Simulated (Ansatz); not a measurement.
Run this with Ansatz's Python interface and show what comes out.

`scan.py`
```python
"""Stretching a bond of C2H5ClSn, the rest held rigid."""

import ansatz as az
import numpy as np

geometry = (
    az.Crystal.molecule()
    .atom("Cl", [-0.3751, -0.5241, -2.1981])
    .atom("C", [-0.2167, 0.4882, -0.7309])
    .atom("C", [1.0329, 0.2623, -0.057])
    .atom("Sn", [-0.4794, -0.6607, 1.0717])
    .atom("H", [-0.575, 1.5326, -0.7354])
    .atom("H", [1.4886, 1.1817, 0.4394])
    .atom("H", [1.779, -0.4555, -0.5349])
    .atom("H", [-1.0671, -2.2313, 0.5461])
    .atom("H", [-1.4987, 0.3605, 2.182])
)

symbols = [site.symbol for site in geometry.cartesian_sites]
start = np.array([site.position_ang for site in geometry.cartesian_sites])
axis = (start[6] - start[2]) / np.linalg.norm(start[6] - start[2])
moving = [6]
lengths, energies = [1.003, 1.049, 1.095, 1.14, 1.186, 1.232, 1.277, 1.346], []
for length in lengths:
    xyz = start.copy()
    xyz[moving] += (length - np.linalg.norm(start[6] - start[2])) * axis
    point = az.Crystal.molecule()
    for symbol, place in zip(symbols, xyz):
        point = point.atom(symbol, place.tolist())
    calculation = (
        point.calculation()
        .basis(gaussian="def2-SVP")
        .functional("B3LYP")
    )
    rep = calculation.run().report
    energies.append(rep["free_energy_ev"])
    print(f"r = {length:6.3f} A  E = {energies[-1]:.5f} eV  <S^2> = {abs(rep['mean_field']['state']['spin_squared']):.3f}")

# quartic fit about the minimum
fit = np.polynomial.Polynomial.fit(lengths, np.array(energies) - min(energies), 4).convert()
roots = [r.real for r in fit.deriv().roots() if abs(r.imag) < 1e-9 and fit.deriv(2)(r.real) > 0]
r_e = min(roots, key=lambda r: abs(r - lengths[int(np.argmin(energies))]))
print(f"minimum of the fit at {r_e:.4f} A, force constant {fit.deriv(2)(r_e):.2f} eV/A^2")
```

```console
$ python scan.py
r =  1.003 A  E = -20503.51652 eV  <S^2> = 0.000
r =  1.049 A  E = -20503.64899 eV  <S^2> = 0.000
r =  1.095 A  E = -20503.68634 eV  <S^2> = 0.000
r =  1.140 A  E = -20503.65200 eV  <S^2> = 0.000
r =  1.186 A  E = -20503.56160 eV  <S^2> = 0.000
r =  1.232 A  E = -20503.42904 eV  <S^2> = 0.000
r =  1.277 A  E = -20503.26908 eV  <S^2> = 0.000
r =  1.346 A  E = -20502.98384 eV  <S^2> = 0.000
minimum of the fit at 1.0936 A, force constant 34.91 eV/A^2
```

Notes:
- Total energies depend on the basis set; only differences at equal settings carry meaning.
- The rest of the molecule is held rigid at a force-field or estimated start geometry, and the basis set is modest; single-reference methods fail as a bond breaks.
- def2 sets replace the cores of elements past krypton by effective core potentials.
- b3lyp holds the VWN-RPA fit, as in Gaussian; the form of ORCA and Turbomole is b3lyp5.
- The orbitals are restricted, so S² is zero by construction.
- Timing: 53 s on 1 thread of Arm Neoverse N1, with other jobs on the host, peak memory 0.27 GiB.
